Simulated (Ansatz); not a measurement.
**AlNi: how the settings move a single-point run**

How sensitive is a single-point run of AlNi to its settings? A reference run comes first, then one run with altered input.

Program: Ansatz 0.2.0. Level of theory: reference: DFT, PBEsol, all-electron LAPW, scalar-relativistic; levels and slopes on a fine mesh, independent-particle optical spectra. These are calculated values, not measurements.

## Step 1: Starting point

The structure is cubic, space group Pm-3m (No. 221). The conventional cell has a = 2.863 Å, b = 2.863 Å, c = 2.863 Å, α = 90.00°, β = 90.00°, γ = 90.00°. Around Al (site symmetry m-3m) lie 8 Ni at 2.48 Å. Around Ni (site symmetry m-3m) lie 8 Al at 2.48 Å.

Coordinates:

```cif
data_structure
_symmetry_space_group_name_H-M 'P 1'
_symmetry_Int_Tables_number 1
_cell_length_a 2.8626
_cell_length_b 2.8626
_cell_length_c 2.8626
_cell_angle_alpha 90.000
_cell_angle_beta 90.000
_cell_angle_gamma 90.000
_cell_volume 23.46
loop_
_atom_site_label
_atom_site_type_symbol
_atom_site_fract_x
_atom_site_fract_y
_atom_site_fract_z
_atom_site_occupancy
Al1 Al 0.00000 0.00000 0.00000 1
Ni1 Ni 0.50000 0.50000 0.50000 1
```

## Step 2: The reference run

The input, input.yaml:

```yaml
crystal:
  lattice:
    - [2.86258863356, 0.0, 0.0]
    - [0.0, 2.86258863356, 0.0]
    - [0.0, 0.0, 2.86258863356]
  atoms:
    - { symbol: Al, position: [0.0, 0.0, 0.0] }
    - { symbol: Ni, position: [0.5, 0.5, 0.5] }
kpoints:
  mp_grid: { grid: [12, 12, 12] }
scf:
  occupations: { method: fermi_dirac, width: 0.1 }
hamiltonian:
  xc: pbesol
  pseudopotentials: { kind: all_electron, lapw: { basis_error: 0.001 } }
output:
  forces: true
  stress: true
  eigenvalues: true
  eigenstates:
    nscf_kmesh: { grid: [20, 20, 20] }
    de_dk: true
    e_range: [-14, 14]
  optics:
    e_range: [0, 30]
    de: 0.2
    sigma: 0.2
    bands: { spectra_wanted_up_to: 30 }
    nscf_kmesh: { grid: [20, 20, 20] }
    drude_damping: 0.03
checkpoint:
  write: ck
  write_wavefunctions: false
```

The run is started by

```bash
$ ansatz run input.yaml --threads 1 --pin off --max-ram 3072MiB --backend cpu --events-out ev --progress --plain --runs-dir out
```

## Step 3: Variant: n_extra_bands 4, dispersion d4, xc_grid 1

Edit input.yaml of step 2 so:

```diff
@@ -12,2 +12,3 @@
   occupations: { method: fermi_dirac, width: 0.1 }
+  n_extra_bands: 4
 hamiltonian:
@@ -15,2 +16,3 @@
   pseudopotentials: { kind: all_electron, lapw: { basis_error: 0.001 } }
+  dispersion: d4
 output:
@@ -33 +35,3 @@
   write_wavefunctions: false
+basis:
+  xc_grid: 1
```

Q: Predict the outcome of this session. Wanted: for each run, ending; energy change; pressure; gap; force.

The runs gave:

| run | ending | energy change | pressure (GPa) | gap (eV) | force (eV/Å) | cycles | time |
| --- | --- | --- | --- | --- | --- | --- | --- |
| reference | converged | 0 | 0.0 | 0.00 | 0.00 | - | 1.9 min |
| 1: n_extra_bands 4, dispersion d4, xc_grid 1 | converged | -259.4 meV/atom (offset of the dispersion model) | -3.2 | 0.00 | 0.00 | 9 | 1.9 min |

Residual by cycle in the longest SCF loop of each run; runs are numbered as in the table. The quantity is the density residual dr2, in eV.

| cycle | reference | run 1 |
| --- | --- | --- |
| 1 | 0.692 | 0.692 |
| 2 | 0.231 | 0.231 |
| 3 | 0.195 | 0.195 |
| 4 | 0.00327 | 0.00328 |
| 5 | 4.6e-5 | 4.5e-5 |
| 6 | 1.3e-6 | 1.3e-6 |
| 7 | 3.3e-8 | 3.3e-8 |
| 8 | 1.4e-9 | 1.5e-9 |
| 9 | 1.9e-12 | 2.0e-12 |

What this shows: Changing the dispersion term and numerical grids moves the energy by -259.4 meV/atom, and the pressure goes from 0.0 to -3.2 GPa.
